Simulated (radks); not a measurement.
**Os⁴⁺ in [Xe] 4f14 5d4: an all-electron calculation**

What are the levels of the osmium ion Os4+, how large are its shells, and how does its energy divide?

The numbers are computed with radks (a radial shooting solver on a logarithmic mesh, Libxc functionals) version 1 (Dirac Kohn-Sham, exchange-only PBE, spin-unpolarised, spherical densities, point nucleus; open shells are shared between the two j in proportion to 2j + 1), except any that are marked as measured or tabulated.

### Step 1. The atom as given

| Property | Result |
| --- | --- |
| element | osmium (Z = 76) |
| charge | +4 |
| electrons | 72 |
| configuration | [Xe] 4f14 5d4 |

Outer shells as boxes (Hund's rule):

Os⁴⁺
```
[Xe] core
4f [↑↓][↑↓][↑↓][↑↓][↑↓][↑↓][↑↓]
5d [↑ ][↑ ][↑ ][↑ ][  ]
```

### Step 2. The calculation

Input:

```text
Z 76
configuration [Xe] 4f14 5d4
relativity Dirac
functional pbe,
spin unpolarised
j_filling average
nucleus point
c 137.035999084
```

Launch:

```sh
$ python run_ks.py task.json out
```

All runs below come from this command, one after another.

Q: Predict the outcome of this run.

**Answer**, as computed:

| quantity | value |
| --- | --- |
| total energy | -17273.8003 hartree |
| exchange-correlation share of it | 1.94 % |
| −T/E | 1.1358 |
| highest occupied level | 5d5/2, -46.371 eV |
| most extended occupied level | 5d5/2, <r> = 1.57 bohr |
| radius at density 0.001 e/bohr³ | 3.22 bohr |
| maxima of the radial density | 4 |
| ionisation energy, NIST | 55 (theory) eV |

**Reading.** 5 principal shells are occupied and 4 maxima appear in the radial density; where shells overlap, one shows as a shoulder or not at all. Relativity lifts −T/E to 1.136. The top level binds by 46.371 eV, 84 % of the NIST ionisation energy of 55 eV; the potential of a semilocal functional falls off too fast, so its top eigenvalue is too shallow. Spin polarisation and multiplet splitting are left out. Sharing an open shell by 2j + 1 raises it above the true ground level by a part of the spin-orbit splitting, which enters the differences from NIST.
